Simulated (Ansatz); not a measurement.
**GaC (quartet): wave-function methods side by side, cc-pVTZ**

How much of the correlation energy of GaC (quartet) does each wave-function method recover here?

Computed with Ansatz 0.2.0, Gaussian basis. Level: cc-pVTZ, core rule «outside noble gas», up to 15 orbitals frozen.

Plan: UHF; CCSD(T) on ROHF; CCSD(T) on UHF; BCCD(T) on ROHF; CISD; CCSDT(Q) on ROHF; CCSDT(Q) on UHF; CASSCF and MRCISD+Q, 7 electrons in 8 orbitals; CASSCF and NEVPT2, 7 electrons in 8 orbitals.

21 further runs of the same task are left out: 1 for a known fault of the program, 9 that didn't finish, 11 set aside as unsound or not needed.

**1. The geometry**

The geometry is a PBE0/def2-TZVP stationary point (not a proven minimum) of the parent state, kept for this charge and spin. No spin-orbit coupling is included. The filled d shell of Ga may be among the frozen orbitals whatever the setting's name suggests; the logs give the count.

2 atoms, charge 0, spin multiplicity 4.

Atoms are counted from 1 here; the program's logs count them from 0.

Bond lengths: C1–Ga2 1.987 Å.

**2. UHF**

Contents of in.yaml:

```yaml
crystal:
  periodic: [false, false, false]
  atoms:
    - {symbol: C, position_ang: [0.000000, 0.000000, 0.000000]}
    - {symbol: Ga, position_ang: [0.000000, 0.000000, 1.987400]}
basis:
  gaussian: {orbitals: cc-pVTZ}
magnetization: {spin_polarized: true, initial_magnetization: 3}
hamiltonian: {xc: hf}
output: {orbitals: {seedname: orbitals}}
```

Started as:

```
$ ansatz run in.yaml --threads 1 --pin off --events-out ev --progress --plain --max-ram 2393MiB
```

After this run come: CCSD(T) on ROHF; CCSD(T) on UHF; BCCD(T) on ROHF; CISD; CCSDT(Q) on ROHF; CCSDT(Q) on UHF; CASSCF and MRCISD+Q, 7 electrons in 8 orbitals; CASSCF and NEVPT2, 7 electrons in 8 orbitals.

Before running them: what should the planned runs give, taken together? Wanted: UCCSDT(Q) below the RHF energy; RMP2 from UCCSDT(Q); UMP2 from UCCSDT(Q); RCCSD from UCCSDT(Q); RCCSD(T) from UCCSDT(Q); UCCSD(T) from UCCSDT(Q); RCCSDT(Q) from UCCSDT(Q); NEVPT2 valence from UCCSDT(Q); MRCISD+Q valence from UCCSDT(Q).

**Answer**, as computed:

| quantity | value |
| --- | --- |
| UCCSDT(Q) below the RHF energy | -4.5714 eV |
| RMP2 from UCCSDT(Q) | +23.87 kcal/mol |
| UMP2 from UCCSDT(Q) | +23.34 kcal/mol |
| RCCSD from UCCSDT(Q) | +5.76 kcal/mol |
| RCCSD(T) from UCCSDT(Q) | +1.36 kcal/mol |
| UCCSD(T) from UCCSDT(Q) | +1.23 kcal/mol |
| RCCSDT(Q) from UCCSDT(Q) | +0.15 kcal/mol |
| NEVPT2 valence from UCCSDT(Q) | +14.60 kcal/mol |
| MRCISD+Q valence from UCCSDT(Q) | +0.77 kcal/mol |
| levels within 1 kcal/mol (43 meV) | RCCSDT, UCCSDT, RCCSDT(Q), MRCISD+Q valence |
| T1 diagnostic | 0.051 |
| effectively unpaired electrons | 3.05 |

What this shows: RCCSD(T) lands +1.36 kcal/mol from the yardstick (1.3 % of the correlation energy). The occupations are near whole numbers, but T1 = 0.051 shows that the orbitals relax strongly. Of the multireference levels listed MRCISD+Q valence comes nearest in total energy (+0.77 kcal/mol), which doesn't show that its space is the better one. These misses are within one basis, not against nature; the frozen cores of restricted and unrestricted runs differ, which can shift their rows.
